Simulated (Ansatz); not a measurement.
# ZnRe: one candidate structure

Where does ZnRe go from the start given, caesium chloride type (Pm-3m, No. 221)?

Computed with Ansatz 0.2.0 (DFT PBE, scalar-relativistic, plane waves, PAW, unless a step's input says otherwise).

**1. The system as given**

The structure is cubic, space group Pm-3m (No. 221). Conventional cell: a = 3.101 Å, b = 3.101 Å, c = 3.101 Å, α = 90.00°, β = 90.00°, γ = 90.00°. Zn (site symmetry m-3m) is surrounded by 8 Re at 2.69 Å. Re (site symmetry m-3m) has 8 Zn at 2.69 Å as nearest neighbours.

Structure file:

```cif
data_structure
_symmetry_space_group_name_H-M 'Pm-3m'
_symmetry_Int_Tables_number 221
_cell_length_a 3.1009
_cell_length_b 3.1009
_cell_length_c 3.1009
_cell_angle_alpha 90.000
_cell_angle_beta 90.000
_cell_angle_gamma 90.000
_cell_volume 29.82
loop_
_atom_site_label
_atom_site_type_symbol
_atom_site_symmetry_multiplicity
_atom_site_Wyckoff_symbol
_atom_site_fract_x
_atom_site_fract_y
_atom_site_fract_z
_atom_site_occupancy
Zn1 Zn 1 a 0.00000 0.00000 0.00000 1
Re1 Re 1 b 0.50000 0.50000 0.50000 1
```

(A quick probe on a coarse mesh, which set the mesh and smearing, is not shown.)

**3. Rough relaxation on the coarse mesh**

Contents of input.yaml:

```yaml
crystal:
  lattice:
    - [3.1008965354, 0.0, 0.0]
    - [0.0, 3.1008965354, 0.0]
    - [0.0, 0.0, 3.1008965354]
  atoms:
    - { symbol: Zn, position: [0.0, 0.0, 0.0] }
    - { symbol: Re, position: [0.5, 0.5, 0.5] }
basis:
  ecutwfc: 420
kpoints:
  mp_grid: { grid: [6, 6, 6] }
hamiltonian:
  xc: pbe
scf:
  occupations: { method: gaussian, width: 0.1 }
  lower_state_search: "off"
output:
  forces: true
  stress: true
  eigenvalues: true
relax:
  adjacent_minimum: "off"
  f_tol: 0.04
  max_steps: 70
  cell: { stress_tol: 0.4 }
```

On the command line:

```bash
$ ansatz run input.yaml --threads 1 --pin off --max-ram 2560MiB --backend cpu --events-out ev --progress --plain --runs-dir out
```

The session goes on with these runs: relaxing cell and atoms; stability test: the unmoved cell on a coarse mesh; rattled and relaxed without symmetry; a first look at the start (the lower structure); the relaxation (the lower structure).

What does the calculation give? Wanted: for each run, candidate; start; space group at the end; atoms; volume; energy above the lowest; formation energy.

As calculated:

Formation energies count from the elements, computed with the same settings in runs not shown here.

```
candidate                                   start  space group at the end  atoms  volume (Å³/atom)  energy above the lowest (meV/atom)  gap on the mesh (eV)  formation energy (eV/atom)
       A'                      from a rattle test                    Pmma      4             14.58                                 0.0                  0.00                      +0.267
        A  caesium chloride type (Pm-3m, No. 221)                   Pm-3m      2             14.07                               327.1                  0.00                      +0.594
```

In words: A' (Pmma) is lowest, 327 meV/atom under A. Other structures, not tried here, may lie lower. The lowest formation energy here, +0.27 eV/atom, is positive, so the elements lie lower than the structures tried; another structure of the compound can lie lower. Spin-orbit coupling is left out for Re.
